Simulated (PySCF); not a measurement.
# C2H7FOSi2: the cost of one run

Computed with PySCF 2.14.0, with density-fitted response routines of our own, on a single molecule in the gas phase. Atoms are numbered from 0 throughout.

## 1. The molecule as given

13 atoms, charge 0, multiplicity 1; geometry from: PBE0-D3(BJ)/def2-SVP.

Bonds of the start (Å): O0–Si1 1.67, Si1–C2 1.89, C2–Si3 1.90, Si3–C4 1.93, C4–F5 1.39, C4–Si1 1.91, O0–H6 0.97, Si1–H7 1.49, C2–H8 1.10, C2–H9 1.10, Si3–H10 1.50, Si3–H11 1.49, C4–H12 1.11.

## 2. Shielding tensors: HF/pcSseg-1

What the job is given:

```
{"job": {"kind": "nmr", "xc": "HF", "basis": "pcSseg-1", "pop": false}, "charge": 0, "multiplicity": 1}
O     -1.860401    -0.819457    -0.865819
Si    -1.125895     0.434859    -0.051463
C      0.401845     1.059248    -0.966513
Si     1.415658    -0.266489    -0.049391
C     -0.006616    -0.420677     1.245000
F     -0.421958    -1.691926     1.617529
H     -1.827749    -1.645273    -0.367412
H     -2.131526     1.451276     0.378915
H      0.379584     0.997635    -2.064091
H      0.683103     2.085205    -0.676650
H      2.753179     0.151422     0.471897
H      1.544449    -1.525683    -0.839039
H      0.203002     0.177340     2.151105
```

Level: GIAO HF/pcSseg-1 NMR shielding, non-relativistic, gas phase.

Run with:

```bash
$ OMP_NUM_THREADS=1 python probes_run.py task.json out
```

This one command runs all jobs of the session in turn.

**Question.** How long does this first job take on 1 thread of Arm Neoverse N1, shared host, and how much memory does it need?

About 14 s, with a peak of 0.89 GiB.
